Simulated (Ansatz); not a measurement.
The system is HfIn4SiO6.

```
CELL_PARAMETERS angstrom
5.69867 0.00381 0.01559
-0.70506 6.10815 -0.00575
-2.73718 -1.39557 6.63076
ATOMIC_POSITIONS crystal
Hf 0.11793 0.01556 0.13292
In 0.38842 0.99901 0.72891
In 0.75865 0.00842 0.49586
In 0.23461 0.48841 0.53300
In 0.59649 0.48211 0.20528
Si 0.86778 0.44029 0.85544
O 0.55316 0.38738 0.79290
O 0.93454 0.38483 0.65596
O 0.98414 0.26218 0.00347
O 0.99083 0.69806 0.98452
O 0.08665 0.06493 0.39374
O 0.48680 0.10883 0.21799
```

The cell was built by a generator and needn't be a form met in nature.

Base run:

* Program: Ansatz 0.2.0
* Functional: PBE
* Potentials or basis: Ansatz PAW
* Cutoff: 420 eV (not typed: the program's choice for these potentials)
* k mesh: 5 × 5 × 4
* Occupations: fermi-dirac, width 0.05 eV
* Spin: no spin polarisation
* Hubbard terms: Hf d U = 2 eV

Its results: band gap on the k mesh 0.87 eV, indirect (least direct gap 1.18 eV); pressure 0.3 GPa; largest force 0.237 eV/Å.

The run is repeated on the same cell with these changes: hubbard terms from Hf d U = 2 eV to Hf d U = 6 eV. What comes out?

Band gap on the k mesh 0.84 eV, indirect (least direct gap 1.20 eV); pressure 1.1 GPa; largest force 0.793 eV/Å.

Caveats: odd divisions of the mesh miss points on the zone boundary, where band edges often lie, so the gap on the mesh can be too wide; spin-orbit coupling is left out, which moves the levels of the heavy elements; the density of states is complete only up to the lowest level of the last band computed.

A k mesh can miss the band edges.
